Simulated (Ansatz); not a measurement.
**AlGaHF (triplet): wave-function methods side by side at a displaced geometry (v2), cc-pVDZ**

How much of the correlation energy of AlGaHF (triplet) does each wave-function method recover here?

Method: cc-pVDZ, correlated electrons: outside noble gas; program: Ansatz 0.2.0, Gaussian basis.

Plan: UHF; CCSD(T) on ROHF; CCSD(T) on UHF; BCCD(T) on ROHF; CISD; CCSDT(Q) on ROHF; CCSDT(Q) on UHF.

### Step 1. What is computed

The geometry is a PBE0/def2-TZVP stationary point (not a proven minimum) with its atoms shifted at random (size 0.100 Å). No spin-orbit coupling is included. The filled d shell of Ga may be among the frozen orbitals whatever the setting's name suggests; the logs give the count.

4 atoms, charge 0, spin multiplicity 3.

Atoms are counted from 1 here; the program's logs count them from 0.

Bond lengths: Al1–Ga2 2.486 Å, Ga2–F3 1.801 Å, Ga2–H4 1.493 Å. Angles: Al1–Ga2–F3 111.4°, Al1–Ga2–H4 130.5°, F3–Ga2–H4 116.4°.

In the tables R marks a restricted open-shell determinant and U an unrestricted one; correlation energies count from the lowest restricted Hartree-Fock solution.

### Step 2. UHF

in.yaml reads:

```yaml
crystal:
  periodic: [false, false, false]
  atoms:
    - {symbol: Al, position_ang: [0.112906, -0.282238, 2.020691]}
    - {symbol: Ga, position_ang: [-0.051968, 0.374072, -0.371024]}
    - {symbol: F, position_ang: [0.024652, -1.062549, -1.453821]}
    - {symbol: H, position_ang: [0.107761, 1.706942, -1.024046]}
basis:
  gaussian: {orbitals: cc-pVDZ}
magnetization: {spin_polarized: true, initial_magnetization: 2}
hamiltonian: {xc: hf}
output: {orbitals: {seedname: orbitals}}
```

Started as:

```
$ ansatz run in.yaml --threads 1 --pin off --events-out ev --progress --plain --max-ram 2393MiB
```

After this run come: CCSD(T) on ROHF; CCSD(T) on UHF; BCCD(T) on ROHF; CISD; CCSDT(Q) on ROHF; CCSDT(Q) on UHF.

Before running them: what should the planned runs give, taken together? Wanted: correlation energy, UCCSDT(Q); RMP2 from UCCSDT(Q); UMP2 from UCCSDT(Q); RCCSD from UCCSDT(Q); RCCSD(T) from UCCSDT(Q); UCCSD(T) from UCCSDT(Q); RCCSDT(Q) from UCCSDT(Q); T1 diagnostic.

**Answer**, as computed:

| quantity | value |
| --- | --- |
| correlation energy, UCCSDT(Q) | -8.5908 eV |
| RMP2 from UCCSDT(Q) | +21.56 kcal/mol |
| UMP2 from UCCSDT(Q) | +21.08 kcal/mol |
| RCCSD from UCCSDT(Q) | +5.85 kcal/mol |
| RCCSD(T) from UCCSDT(Q) | +1.38 kcal/mol |
| UCCSD(T) from UCCSDT(Q) | +1.32 kcal/mol |
| RCCSDT(Q) from UCCSDT(Q) | +0.13 kcal/mol |
| levels of the table within 1 kcal/mol (43 meV) | RCCSDT, UCCSDT, RCCSDT(Q) |
| T1 diagnostic | 0.036 |

RCCSD(T) misses by +1.38 kcal/mol, 0.7 % of the correlation energy. These misses are within one basis, not against nature; the frozen cores of restricted and unrestricted runs differ, which can shift their rows.
